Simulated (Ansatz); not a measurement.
Runs of Ansatz 0.2.0 on TaTe. The structure is cubic, space group Pm-3m (No. 221). Conventional cell: a = 3.420 Å, b = 3.420 Å, c = 3.420 Å, α = 90.00°, β = 90.00°, γ = 90.00°. Ta (site symmetry m-3m) is surrounded by 8 Te at 2.96 Å. Around Te (site symmetry m-3m) lie 8 Ta at 2.96 Å. The cell was built by a generator and needn't be a form met in nature.

```tsv
level	U	hubbard projectors	double counting	gap on the mesh (eV)	pressure (GPa)
PBE+U	Ta d U = 8 eV	ortho-atomic (the default)	fll (the default)	none	15.5
PBE+U	Ta d U = 4 eV	ortho-atomic (the default)	fll (the default)	none	(b)
PBE+U	Ta d U = 5 eV	ortho-atomic (the default)	fll (the default)	none	(a)
PBE+U	Ta d U = 1 eV	ortho-atomic (the default)	fll (the default)	none	0.8
PBE+U	Ta d U = 6 eV	ortho-atomic (the default)	fll (the default)	none	9.0
PBE+U	Ta d U = 3 eV	ortho-atomic (the default)	fll (the default)	none	3.1
PBE+U	Ta d U = 2 eV	ortho-atomic (the default)	fll (the default)	none	1.6
PBE	-	-	-	none	0.1
```

Alike in all rows: task projected density of states; potentials or basis Ansatz PAW; no spin polarisation; cell as given; k mesh 8 × 8 × 8; cutoff (eV) 420; smearing fermi-dirac 0.05 eV.

Q: Estimate the missing entries.

A: (a) 6.7; (b) 5.1.

Caveats: the density of states is complete only up to the lowest level of the last band computed; U without spin polarisation on a metal has little footing (some runs); the U is typed as a test and isn't derived for this compound (some runs).

A k mesh can miss the band edges, and the runs leave out spin-orbit coupling on Ta, Te.

A gap of «none» marks a metal or a gap under the smearing width.
